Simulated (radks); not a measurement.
# Taking charge from the 6s level of Ho in fractions

The task here is to estimate one member of a computed series from the others.

Program: radks (a radial shooting solver on a logarithmic mesh, Libxc functionals) version 1. Level of theory: scalar-relativistic Kohn-Sham, r2SCAN, spin-polarised, spherical densities, finite nucleus; open shells are filled with parallel spins first. These are calculated values, not measurements, unless marked.

## The system

```
element            : holmium (Z = 67)
charge             : 0
electrons          : 67
configuration      : [Xe] 4f11 6s(up 1, down 1)
nuclear rms radius : 5.2022 fm
```

A shell typed twice in an input gives spin up, then spin down.

The first run:

Input:

```text
Z 67
configuration [Xe] 4f11 6s1 6s1
relativity scalar-relativistic
functional r2scan,r2scan
spin polarised
nucleus finite rms 5.2022 fm
c 137.035999084
```

Among the steps run: Start: [Xe] 4f11 6s(up 1, down 1).

One table of the session follows, with a row left open; its other results are not shown here.

It belongs to the step «Start: [Xe] 4f11 6s(up 1, down 1)». From the orbitals of this run (lengths in bohr):

```
  level     <r>  outermost maximum (interpolated)  90 % within  nodes
  5s up   1.274                              1.13         1.84      4
5s down   1.288                              1.14         1.86      4
  5p up   1.507                              1.29         2.22      3
5p down   1.527                              1.31         2.25      3
  4f up       ?                                 ?            ?      ?
  6s up   4.086                              3.45         6.05      5
6s down   4.168                              3.51         6.17      5
4f down  0.8847                             0.526         1.57      0
```

Q: Estimate the row for 4f up from the others.

**Answer.** <r>: 0.8342; outermost maximum (interpolated): 0.524; 90 % within: 1.45; nodes: 0. In the column «<r>» it is the lowest.
